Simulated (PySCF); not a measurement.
# C2H2Br2 (1,1-dibromoethene): the cost of one run

The runs use PySCF 2.14.0, with density-fitted response routines of our own; the level of theory stands in each step. All values are computed, except where a source is named. Atoms count from 0, in the outputs and in this text.

### Step 1. The molecule as given

6 atoms, charge 0, multiplicity 1; geometry from: GFN2-xTB. The atoms were then displaced at random by about 0.01 Å, so the start is not that level's minimum.

Bonds of the start (Å): C0–C1 1.30, C1–Br2 1.89, C1–Br3 1.92, C0–H4 1.11, C0–H5 1.05.

### Step 2. Optimising the geometry at PBE0-D3(BJ)/def2-TZVP

Job settings and geometry (Å):

```
{"job": {"xc": "PBE0", "basis": "def2-TZVP", "d3": "d3bj", "grid": 2, "shake": 0.01, "kind": "geom"}, "charge": 0, "multiplicity": 1}
C     -0.767830    -0.233050    -0.070460
C      0.477170     0.123110     0.037420
Br     1.071840     1.916100    -0.067590
Br     1.897260    -1.137140     0.314120
H     -1.550540     0.531900    -0.242410
H     -1.103740    -1.230940    -0.015740
```

On the command line:

```sh
$ OMP_NUM_THREADS=1 python probes_run.py task.json out
```

The driver reads the jobs from task.json and runs them one after another.

Q: Estimate the wall time and peak memory of this first job on 1 thread of Arm Neoverse N1, shared host.

About 2.7 min, with a peak of 0.68 GiB.
